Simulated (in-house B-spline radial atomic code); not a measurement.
# Tl²⁵⁺: ionisation energy by several methods

Wanted: one ionisation energy, Tl²⁵⁺ to configuration [Kr] 4d10 4f9, up the ladder of functionals.

Program: in-house B-spline radial atomic code version 1. Level of theory: Dirac-Coulomb, several functionals; spherical all-electron atom at the radial basis limit. These are calculated values, not measurements, unless marked.

### Step 1. Starting point

| Property | Result |
| --- | --- |
| element | thallium (Z = 81) |
| charge | +25 |
| electrons | 56 |
| configuration | [Kr] 4d10 4f10 |
| nucleus | Fermi, rms radius 5.476 fm |

Outer shells as boxes (Hund's rule):

[Kr] 4d10 4f10
```
[Kr] core
4d [↑↓][↑↓][↑↓][↑↓][↑↓]
4f [↑↓][↑↓][↑↓][↑ ][↑ ][↑ ][↑ ]
```

The boxes only draw the filling; these runs are spin-restricted and spherical.

### Step 2. relativistic LDA

The run's settings:

```ini
Z = 81
electrons = 56.0
configuration = [Kr] 4d10 4f10
hamiltonian = dirac
method = lda_x_rel,vwn
spin_polarised = False
nucleus = fermi
rms_radius = 5.4759
mass_number = 205
atomic_mass = 204.974427318
speed_of_light = 137.035999084
```

### Step 3. OLYP

Changes to the settings of step 2:

```diff
@@ -4,3 +4,3 @@
 hamiltonian = dirac
-method = lda_x_rel,vwn
+method = optx,lyp
 spin_polarised = False
```

### Step 4. BLYP

Changes to the settings of step 3:

```diff
@@ -4,3 +4,3 @@
 hamiltonian = dirac
-method = optx,lyp
+method = b88,lyp
 spin_polarised = False
```

**Question.** The tabulated ionisation energy is 820 ± 40 eV (tabulated theoretical; NIST Atomic Spectra Database). What does each method give, and which comes nearest?

**Answer**, as computed:

| method | rung | total energy (hartree) | ΔSCF (eV) | −ε highest (eV) | ΔSCF less tabulated (eV) |
| --- | --- | --- | --- | --- | --- |
| relativistic LDA | LDA | -19954.0514 | 821.44 | 793.31 (4f7/2) | +1.44 |
| OLYP | GGA | -20014.3234 | 823.31 | 795.13 (4f7/2) | +3.31 |
| BLYP | GGA | -20008.9052 | 820.65 | 792.53 (4f7/2) | +0.65 |

**Reading.** Against the tabulated ionisation energy, 820 ± 40 eV (tabulated theoretical; NIST Atomic Spectra Database), the best here is BLYP (+0.65 eV) and the worst OLYP (+3.31 eV, or 0.40 %). The table's own uncertainty is as large as these misses, so the order means little. Open shells are averaged (over orientations, and over spins where the run is restricted), while tables refer to the lowest levels. For the semilocal functionals minus the highest level recovers only 97 % of their own ΔSCF value, a mark of self-interaction.

Members of this set that are not shown: 1 used exact exchange with fractional occupations of an open shell, which is unsound here.
